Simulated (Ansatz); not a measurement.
The system is NaLaMnMoO6.

```
Na La Mn Mo O
1.0
     5.55735    0.00000    0.00053
     0.00000    5.59794    0.00000
    -0.06290    0.00000    8.02462
Na La Mn Mo O
2 2 2 2 12
Direct
  0.75008 0.51572 0.49924
  0.24992 0.01572 0.50076
  0.25715 0.95896 0.99937
  0.74285 0.45896 0.00063
  0.24767 0.48762 0.25607
  0.75233 0.98762 0.74393
  0.75559 0.99666 0.27090
  0.24441 0.49666 0.72910
  0.67335 0.97830 0.49061
  0.03402 0.81017 0.27726
  0.93353 0.28910 0.28026
  0.47817 0.20966 0.19922
  0.54435 0.73563 0.20079
  0.82956 0.01818 0.00392
  0.32665 0.47830 0.50939
  0.96598 0.31017 0.72274
  0.06647 0.78910 0.71974
  0.52183 0.70966 0.80078
  0.45565 0.23563 0.79921
  0.17044 0.51818 0.99608
```

The cell was built by a generator and needn't be a form met in nature.

```yaml
Program: Ansatz 0.2.0
Task: relaxation of cell and atoms
Functional: PBEsol
Dispersion: D3(BJ)
Potentials_or_basis: Ansatz PAW
Cutoff: "420 eV (not typed: the program's choice for these potentials)"
k_mesh: 4 × 4 × 3
Occupations: fermi-dirac, width 0.05 eV
Spin: collinear spin, ferromagnetic start
Starting_moments: "[0.0, 0.0, 0.0, 0.0, 4.0, 4.0, 1.0, 1.0, 0.0, 0.0, 0.0, 0.0, 0.0, 0.0, 0.0, 0.0, 0.0, 0.0, 0.0, 0.0] μB"
```

At the start: volume 12.48 Å³/atom.

How do energy, volume and symmetry change on relaxing?

It ends after 22 steps and the volume is 10.98 Å³/atom (-12.0 %); space group P2_1/m (No. 11, to 0.05 Å); moment 2.39 μB per cell.

Step by step:
```
step  energy change (eV)  largest force (eV/Å)  volume (Å³)
   1              0.0000                0.1715       249.64
   2             -0.3427                0.5614       234.95
   3             -0.4552                0.2994       235.51
   4             -0.5031                0.1945       233.67
   5             -0.5387                0.3697       231.03
   6             -0.5600                0.2947       229.64
   7             -0.6273                0.3904       227.05
   8             -0.8173                0.5164       223.66
   9             -0.9435                0.5508       218.54
  10             -1.0242                0.1787       220.76
  11             -1.0386                0.2115       220.21
  12             -1.0407                0.1875       220.52
  13             -1.0497                0.0867       220.30
  14             -1.0534                0.0362       220.30
  15             -1.0552                0.0053       220.30
  16             -1.0557                0.0101       220.26
  17             -0.9945                0.0105       220.26
  18             -0.9988                0.0307       219.41
  19             -0.9983                0.0151       219.64
  20             -0.9982                0.0127       219.65
  21             -0.9982                0.0010       219.65
  22             -0.9954                0.0010       219.65
```

Final structure:
```
CELL_PARAMETERS angstrom
5.39452 0.00000 0.01893
0.00000 5.37233 0.00000
-0.03444 0.00000 7.57883
ATOMIC_POSITIONS crystal
Na 0.75736 0.50003 0.50021
Na 0.24264 0.00003 0.49979
La 0.24867 0.99996 0.00044
La 0.75133 0.49996 0.99956
Mn 0.24990 0.50000 0.25367
Mn 0.75010 0.00000 0.74633
Mo 0.75208 0.00000 0.26778
Mo 0.24792 0.50000 0.73222
O 0.70506 0.99999 0.50843
O 0.00398 0.74625 0.26579
O 0.00385 0.25388 0.26579
O 0.49755 0.25267 0.21644
O 0.49766 0.74722 0.21644
O 0.79681 0.00001 0.99888
O 0.29494 0.49999 0.49157
O 0.99602 0.24625 0.73421
O 0.99615 0.75388 0.73421
O 0.50245 0.75267 0.78356
O 0.50234 0.24722 0.78356
O 0.20319 0.50001 0.00112
```

Caveat: the plane-wave basis is chosen anew once the cell has moved, so the energies of steps on either side of that aren't comparable; the pressure holds a Pulay correction of +0.7 GPa for the finite cutoff; only a ferromagnetic start was run, and an antiferromagnetic order may lie lower in energy; pairwise dispersion overbinds metals, which lowers pressure and volume; the PAW data sets come from PBE, with cores solved anew for the run's functional, which leaves a small shift of forces and pressure; the starting moments weren't kept.
